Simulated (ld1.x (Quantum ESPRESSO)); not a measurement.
# How the scale of all radii shapes a TM potential for Al

Aim: generate and test one potential in full, then change the scale of all radii and see what happens to hardness, ghosts and transferability.

The numbers are computed with ld1.x (Quantum ESPRESSO) 7.5 (PBE, scalar-relativistic, spin-unpolarised reference atom).

2 further runs of the same task are left out: 2 that didn't finish.

### Step 1. The design

Typed settings, in words:

| Property | Result |
| --- | --- |
| element | aluminium (Al, Z = 13) |
| type | norm-conserving Troullier–Martins (Kleinman–Bylander form) |
| frozen core | [He] |
| valence charge | 11 |
| reference configuration | 2s2 2p6 3s2 3p1 |
| partial waves | 2s (bound): rc 0.58 bohr; 2p (bound): rc 0.52 bohr |
| occupied shells without a wave | 3p, 3s |
| local potential | all-electron potential smoothed inside 0.48 bohr (lloc = -1) |
| core correction | Bessel-smoothed model core, default radius (core density twice the valence density) |

### Step 2. Generation of the first potential

Input file Al.in:

```
 &input
   title='Al', zed=13., rel=1, dft='PBE', iswitch=3,
   config='[Ne] 3s2 3p1',
   nld=2, rlderiv=0.65, eminld=-10.0, emaxld=5.0, deld=0.04
 /
 &inputp
   pseudotype=2, tm=.true., lloc=-1, rcloc=0.48,
   nlcc=.true., new_core_ps=.true.,
   file_pseudopw='Al.UPF', file_wfcaegen='ae.wfc', file_wfcncgen='nc.wfc', file_beta='beta', file_chi='chi'
 /
2
2S  1  0   2.00   0.00  0.58  0.58  0.0
2P  2  1   6.00   0.00  0.52  0.52  0.0
 &test
   configts(1)='2s2 2p6 3s2 3p1'
 /
```

Launch:

```
$ ld1.x < Al.in > Al.out
```

What the program wrote to Al.out (without the banner and most projector matrices):

```text
     Program LD1 v.7.5
     --------------------------- All-electron run ----------------------------

     Al
     scalar relativistic calculation

     atomic number is 13.00
     dft =PBE   lsd =0 sic =0 latt =0  beta=0.20 tr2=1.0E-14
     Exchange-correlation= PBE
                           (   1   4   3   4   0   0   0)
     mesh =1135 r(mesh) = 100.48924 a.u. xmin = -7.00 dx = 0.01250
     1 Ry =  13.60569312 eV, c = 137.03599908

     n l     nl                  e(Ry)          e(Ha)          e(eV)
     1 0     1S 1( 2.00)      -111.0670       -55.5335     -1511.1441
     2 0     2S 1( 2.00)        -7.9500        -3.9750      -108.1651
     2 1     2P 1( 6.00)        -5.1187        -2.5593       -69.6432
     3 0     3S 1( 2.00)        -0.5698        -0.2849        -7.7529
     3 1     3P 1( 1.00)        -0.1993        -0.0997        -2.7121

     final scf error:  6.8E-15 reached in  23 iterations

     Etot =    -485.370441 Ry,    -242.685221 Ha,   -6603.801276 eV

     Ekin =     486.252059 Ry,     243.126029 Ha,    6615.796290 eV
     Encl =   -1160.737048 Ry,    -580.368524 Ha,  -15792.632075 eV
     Eh   =     225.977757 Ry,     112.988878 Ha,    3074.584008 eV
     Exc  =     -36.863208 Ry,     -18.431604 Ha,    -501.549499 eV

     normalization and overlap integrals

     s(1S/1S) =  1.000000  <r> =   0.1202  <r2> =    0.0195  r(max) =   0.0779
     s(2S/2S) =  1.000000  <r> =   0.6261  <r2> =    0.4701  r(max) =   0.4954
     s(2P/2P) =  1.000000  <r> =   0.6034  <r2> =    0.4632  r(max) =   0.4264
     s(3S/3S) =  1.000000  <r> =   2.5429  <r2> =    7.5539  r(max) =   2.0856
     s(3P/3P) =  1.000000  <r> =   3.4481  <r2> =   14.3562  r(max) =   2.6447

     ------------------------ End of All-electron run ------------------------

     --------------------- Generating NC pseudopotential ---------------------

      Generating local potential from pseudized AE potential:
      Matching radius rcloc =   0.4800

      Local pseudo, rcloc= 0.477 Estimated cut-off energy=   104.09 Ry

      Computing core charge for nlcc:

       r > 0.17 : true rho core
      Core charge pseudized with two Bessel functions
      Integrated core pseudo-charge :   4.61

      Wfc   2S  rcut= 0.583  Using Troullier-Martins method

      Wfc   2P  rcut= 0.514  Using Troullier-Martins method

     ------------------- End of pseudopotential generation -------------------

     [... the all-electron block is printed once more ...]


     Computing logarithmic derivative in   0.64812
     Computing logarithmic derivative in   0.64812
     Computing the partial wave expansion
     R is outside the sphere for l=    0 j= 0.00
     R is outside the sphere for l=    1 j= 0.00

     ---------------------- Testing the pseudopotential ----------------------

     Al
     scalar relativistic calculation

     atomic number is 13.00   valence charge is 11.00
     dft =PBE   lsd =0 sic =0 latt =0  beta=0.20 tr2=1.0E-14
     mesh =1135 r(mesh) = 100.48924 xmin = -7.00 dx = 0.01250

     n l     nl             e AE (Ry)        e PS (Ry)    De AE-PS (Ry)
     1 0     2S   1( 2.00)       -7.94999       -7.95032        0.00033
     2 1     2P   1( 6.00)       -5.11868       -5.11891        0.00023
     2 0     3S   1( 2.00)       -0.56982       -0.57168        0.00186
     3 1     3P   1( 1.00)       -0.19934       -0.19913       -0.00020

     eps = 5.3E-15  iter = 14

     Etot =    -485.370441 Ry,    -242.685221 Ha,   -6603.801276 eV
     Etotps =  -174.285645 Ry,     -87.142822 Ha,   -2371.276998 eV

     Ekin =     128.406587 Ry,      64.203294 Ha,    1747.060619 eV
     Encl =    -381.568413 Ry,    -190.784206 Ha,   -5191.502730 eV
     Ehrt =     120.266795 Ry,      60.133398 Ha,    1636.313111 eV
     Ecxc =     -32.735378 Ry,     -16.367689 Ha,    -445.387513 eV
     (Ecc =     -11.303021 Ry,      -5.651510 Ha,    -153.785431 eV)
     Epseu=      -8.655236 Ry,      -4.327618 Ha,    -117.760485 eV

     ---------------------- End of pseudopotential test ----------------------
```

Wall time 3.1 s (1 thread, shared host). (Generation and the later configuration tests together.)

Partial waves on a coarse radial grid (AE all-electron, PS pseudo):

```tsv
r (bohr)	2s AE	2s PS
0.029	-0.4640	0.0772
0.058	-0.5985	0.1552
0.087	-0.5398	0.2351
0.116	-0.3745	0.3178
0.145	-0.1578	0.4039
0.174	0.0753	0.4942
0.203	0.3034	0.5888
0.232	0.5141	0.6873
0.261	0.7009	0.7883
0.290	0.8607	0.8896
0.319	0.9931	0.9877
0.348	1.0991	1.0786
0.377	1.1806	1.1580
0.406	1.2399	1.2221
0.435	1.2795	1.2686
0.464	1.3021	1.2969
0.493	1.3100	1.3083
0.522	1.3058	1.3054
0.551	1.2912	1.2912
0.580	1.2683	1.2683
0.609	1.2386	1.2386
0.638	1.2037	1.2037
0.667	1.1646	1.1646
0.696	1.1226	1.1226
0.725	1.0784	1.0784
0.754	1.0328	1.0328
```

### Step 3. Testing the new file in other configurations

Input file Al.test.in:

```
 &input
   title='Al', zed=13., rel=1, dft='PBE', iswitch=2,
   config='[Ne] 3s2 3p1'
 /
 &test
   file_pseudo='Al.UPF', nconf=8,
   configts(1)='2s2 2p6 3s2 3p1',
   configts(2)='2s2 2p6 3s2 3p0',
   configts(3)='2s2 2p6 3s1 3p0',
   configts(4)='2s2 2p6 3s0 3p0',
   configts(5)='2s1 2p6 3s2 3p1',
   configts(6)='2s2 2p6 3s1 3p1',
   configts(7)='2s2 2p5 3s2 3p1',
   configts(8)='2s2 2p6 3s1 3p2'
 /
```

Launch:

```
$ ld1.x < Al.test.in > Al.test.out
```

Al.test.out, the pseudopotential blocks:

```text
     ---------------------- Testing the pseudopotential ----------------------

     Al
     scalar relativistic calculation

     atomic number is 13.00   valence charge is 11.00
     dft =PBE   lsd =0 sic =0 latt =0  beta=0.20 tr2=1.0E-14
     mesh =1135 r(mesh) = 100.48924 xmin = -7.00 dx = 0.01250

     n l     nl             e AE (Ry)        e PS (Ry)    De AE-PS (Ry)
     1 0     2S   1( 2.00)       -7.94999       -7.95032        0.00033
     2 1     2P   1( 6.00)       -5.11868       -5.11891        0.00023
     2 0     3S   1( 2.00)       -0.56982       -0.57168        0.00186
     3 1     3P   1( 1.00)       -0.19934       -0.19913       -0.00020

     eps = 5.7E-15  iter = 14

     Etot =    -485.370441 Ry,    -242.685221 Ha,   -6603.801276 eV
     Etotps =  -174.285645 Ry,     -87.142822 Ha,   -2371.276998 eV

     Ekin =     128.406587 Ry,      64.203294 Ha,    1747.060619 eV
     Encl =    -381.568413 Ry,    -190.784206 Ha,   -5191.502730 eV
     Ehrt =     120.266795 Ry,      60.133398 Ha,    1636.313111 eV
     Ecxc =     -32.735378 Ry,     -16.367689 Ha,    -445.387513 eV
     (Ecc =     -11.303021 Ry,      -5.651510 Ha,    -153.785431 eV)
     Epseu=      -8.655236 Ry,      -4.327618 Ha,    -117.760485 eV

     ---------------------- End of pseudopotential test ----------------------

     ---------------------- Testing the pseudopotential ----------------------

     Al
     [...]
     n l     nl             e AE (Ry)        e PS (Ry)    De AE-PS (Ry)
     1 0     2S   1( 2.00)       -8.56277       -8.57417        0.01140  !
     2 1     2P   1( 6.00)       -5.73230       -5.74345        0.01116  !
     2 0     3S   1( 2.00)       -1.08854       -1.11280        0.02426  !
     3 1     3P   1( 0.00)       -0.66543       -0.69176        0.02633  !

     eps = 2.7E-15  iter = 14

     Etot =    -484.946999 Ry,    -242.473499 Ha,   -6598.040044 eV
     Etotps =  -173.850516 Ry,     -86.925258 Ha,   -2365.356768 eV
     dEtot_ae =       0.423443 Ry
     dEtot_ps =       0.435129 Ry,   Delta E=      -0.011686 Ry

     [...]
     ---------------------- End of pseudopotential test ----------------------

     ---------------------- Testing the pseudopotential ----------------------

     Al
     [...]
     n l     nl             e AE (Ry)        e PS (Ry)    De AE-PS (Ry)
     1 0     2S   1( 2.00)       -9.46422       -9.47935        0.01513  !
     2 1     2P   1( 6.00)       -6.63407       -6.64923        0.01515  !
     2 0     3S   1( 1.00)       -1.74543       -1.80872        0.06328  !
     3 1     3P   1( 0.00)       -1.26440       -1.33284        0.06844  !

     eps = 1.3E-15  iter = 12

     Etot =    -483.533964 Ry,    -241.766982 Ha,   -6578.814725 eV
     Etotps =  -172.395527 Ry,     -86.197764 Ha,   -2345.560642 eV
     dEtot_ae =       1.836478 Ry
     dEtot_ps =       1.890117 Ry,   Delta E=      -0.053640 Ry

     [...]
     ---------------------- End of pseudopotential test ----------------------

     ---------------------- Testing the pseudopotential ----------------------

     Al
     [...]
     n l     nl             e AE (Ry)        e PS (Ry)    De AE-PS (Ry)
     1 0     2S   1( 2.00)      -10.48406      -10.49815        0.01409  !
     2 1     2P   1( 6.00)       -7.65394       -7.66905        0.01512  !
     2 0     3S   1( 0.00)       -2.40341       -2.56352        0.16011  !
     3 1     3P   1( 0.00)       -1.85342       -2.04179        0.18837  !

     eps = 5.2E-15  iter =  9

     Etot =    -481.443415 Ry,    -240.721707 Ha,   -6550.371360 eV
     Etotps =  -170.213428 Ry,     -85.106714 Ha,   -2315.871667 eV
     dEtot_ae =       3.927026 Ry
     dEtot_ps =       4.072217 Ry,   Delta E=      -0.145190 Ry

     [...]
     ---------------------- End of pseudopotential test ----------------------

     ---------------------- Testing the pseudopotential ----------------------

     Al
     [...]
     n l     nl             e AE (Ry)        e PS (Ry)    De AE-PS (Ry)
     1 0     2S   1( 1.00)       -9.83739       -9.85081        0.01343  !
     2 1     2P   1( 6.00)       -7.04277       -7.05806        0.01529  !
     2 0     3S   1( 2.00)       -1.33863       -1.34401        0.00537  !
     3 1     3P   1( 1.00)       -0.84607       -0.85186        0.00579  !

     eps = 1.8E-15  iter = 14

     Etot =    -476.498387 Ry,    -238.249193 Ha,   -6483.090826 eV
     Etotps =  -165.404604 Ry,     -82.702302 Ha,   -2250.444288 eV
     dEtot_ae =       8.872054 Ry
     dEtot_ps =       8.881040 Ry,   Delta E=      -0.008986 Ry

     [...]
     ---------------------- End of pseudopotential test ----------------------

     ---------------------- Testing the pseudopotential ----------------------

     Al
     [...]
     n l     nl             e AE (Ry)        e PS (Ry)    De AE-PS (Ry)
     1 0     2S   1( 2.00)       -8.69044       -8.69667        0.00622  !
     2 1     2P   1( 6.00)       -5.85894       -5.86533        0.00639  !
     2 0     3S   1( 1.00)       -1.14736       -1.17009        0.02273  !
     3 1     3P   1( 1.00)       -0.71655       -0.73801        0.02146  !

     eps = 1.3E-16  iter = 12

     Etot =    -484.519974 Ry,    -242.259987 Ha,   -6592.230085 eV
     Etotps =  -173.423838 Ry,     -86.711919 Ha,   -2359.551518 eV
     dEtot_ae =       0.850467 Ry
     dEtot_ps =       0.861807 Ry,   Delta E=      -0.011340 Ry

     [...]
     ---------------------- End of pseudopotential test ----------------------

     ---------------------- Testing the pseudopotential ----------------------

     Al
     [...]
     n l     nl             e AE (Ry)        e PS (Ry)    De AE-PS (Ry)
     1 0     2S   1( 2.00)       -9.88722       -9.90216        0.01494  !
     2 1     2P   1( 5.00)       -7.11150       -7.12404        0.01254  !
     2 0     3S   1( 2.00)       -1.33962       -1.34539        0.00577  !
     3 1     3P   1( 1.00)       -0.84792       -0.85351        0.00559  !

     eps = 5.8E-15  iter = 13

     Etot =    -479.283753 Ry,    -239.641876 Ha,   -6520.987658 eV
     Etotps =  -168.190089 Ry,     -84.095045 Ha,   -2288.342742 eV
     dEtot_ae =       6.086689 Ry
     dEtot_ps =       6.095555 Ry,   Delta E=      -0.008867 Ry

     [...]
     ---------------------- End of pseudopotential test ----------------------

     ---------------------- Testing the pseudopotential ----------------------

     Al
     [...]
     n l     nl             e AE (Ry)        e PS (Ry)    De AE-PS (Ry)
     1 0     2S   1( 2.00)       -8.08366       -8.07782       -0.00584  !
     2 1     2P   1( 6.00)       -5.25152       -5.24590       -0.00561  !
     2 0     3S   1( 1.00)       -0.63016       -0.63181        0.00165
     3 1     3P   1( 2.00)       -0.24571       -0.24255       -0.00316

     eps = 8.5E-15  iter = 12

     Etot =    -484.992719 Ry,    -242.496359 Ha,   -6598.662099 eV
     Etotps =  -173.904460 Ry,     -86.952230 Ha,   -2366.090714 eV
     dEtot_ae =       0.377723 Ry
     dEtot_ps =       0.381185 Ry,   Delta E=      -0.003462 Ry

     [...]
     ---------------------- End of pseudopotential test ----------------------
```

The tests as a table, with energies relative to 2s2 2p6 3s2 3p1.

| valence configuration | charge | ΔE all-electron (eV) | error AE − PS (meV) |
| --- | --- | --- | --- |
| 2s2 2p6 3s2 3p0 | +1 | 5.761 | -159 |
| 2s2 2p6 3s1 3p0 | +2 | 24.987 | -730 |
| 2s2 2p6 3s0 3p0 | +3 | 53.430 | -1975 |
| 2s1 2p6 3s2 3p1 | +1 | 120.710 | -122 |
| 2s2 2p6 3s1 3p1 | +1 | 11.571 | -154 |
| 2s2 2p5 3s2 3p1 | +1 | 82.814 | -121 |
| 2s2 2p6 3s1 3p2 | 0 | 5.139 | -47 |

(Part 1 of 2 ends here.)
